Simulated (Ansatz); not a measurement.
# GeNH5 (triplet): the correlation ladder at distance Ge1–H5 along a hydrogen transfer = 2.247 Å, cc-pVDZ

An exercise on one series of results from a longer session: the logs are not shown, and one member is left open.

Method: cc-pVDZ, core rule «outside noble gas», up to 15 orbitals frozen; program: Ansatz 0.2.0, Gaussian basis.

To be run: UHF; CCSD(T) on ROHF; CCSD(T) on UHF; BCCD(T) on ROHF; CISD; CCSDT(Q) on ROHF; CCSDT(Q) on UHF; CASSCF and MRCISD+Q, 4 electrons in 4 orbitals; CASSCF and NEVPT2, 4 electrons in 4 orbitals.

## What is computed

The geometry derives from fragments relaxed apart (PBE0/def2-TZVP) and kept rigid, so it is no stationary point. A hydrogen atom is moved between rigid fragments. No spin-orbit coupling is included. The filled d shell of Ge may be among the frozen orbitals whatever the setting's name suggests; the logs give the count.

7 atoms, charge 0, spin multiplicity 3.

Atoms are counted from 1 here; the program's logs count them from 0.

Bond lengths: Ge1–H2 1.534 Å, Ge1–H3 1.534 Å, Ge1–H4 1.534 Å, H5–N6 1.040 Å, N6–H7 1.040 Å. Angles: H2–Ge1–H3 109.5°, H2–Ge1–H4 109.5°, H3–Ge1–H4 109.5°, H5–N6–H7 105.0°.

The first run:

in.yaml

```yaml
crystal:
  periodic: [false, false, false]
  atoms:
    - {symbol: Ge, position_ang: [-0.549074, 0.011040, 0.000000]}
    - {symbol: H, position_ang: [-1.060524, 1.457639, 0.000001]}
    - {symbol: H, position_ang: [-1.060524, -0.712260, 1.252791]}
    - {symbol: H, position_ang: [-1.060524, -0.712259, -1.252792]}
    - {symbol: H, position_ang: [1.697926, 0.011040, 0.000000]}
    - {symbol: N, position_ang: [2.737926, 0.011040, 0.000000]}
    - {symbol: H, position_ang: [3.007007, -0.993187, -0.000001]}
basis:
  gaussian: {orbitals: cc-pVDZ}
magnetization: {spin_polarized: true, initial_magnetization: 2}
hamiltonian: {xc: hf}
output: {orbitals: {seedname: orbitals}}
```

Launch:

```bash
$ ansatz run in.yaml --threads 1 --pin off --events-out ev --progress --plain --max-ram 2816MiB --backend cpu
```

Steps of the session up to this table: UHF; CCSD(T) on ROHF; CCSD(T) on UHF; BCCD(T) on ROHF; CISD; CCSDT(Q) on ROHF; CCSDT(Q) on UHF; CASSCF and MRCISD+Q, 4 electrons in 4 orbitals; CASSCF and NEVPT2, 4 electrons in 4 orbitals.

One table of the session follows, with a row left open; its other results are not shown here.

| method | from UCCSDT(Q) (meV) |
| --- | --- |
| ROHF | +8102.8 |
| UHF | +7914.2 |
| RMP2 | +1402.2 |
| UMP2 | +1399.7 |
| CISD | +870.0 |
| RCCSD | ? |
| UCCSD | +180.5 |
| RCCSD(T) | +39.2 |
| UCCSD(T) | +35.1 |
| BCCD(T) | +39.1 |
| RCCSDT | +12.7 |
| UCCSDT | +8.3 |
| RCCSDT(Q) | +4.5 |
| UCCSDT(Q) | 0 |
| CASSCF pair | +7544.3 |
| NEVPT2 pair | +1391.9 |
| MRCISD pair | +783.3 |
| MRCISD+Q pair | +83.3 |

Estimate the missing values for RCCSD.

As computed: from UCCSDT(Q) (meV): +186.7. In the column «from UCCSDT(Q) (meV)» it lies between UCCSD (+180.5) and MRCISD pair (+783.3).

Caveats from the session: Restricted and unrestricted rows rest on different reference determinants; where their highest levels disagree by more than a few hundredths of an eV, they describe different states and don't form one ladder.
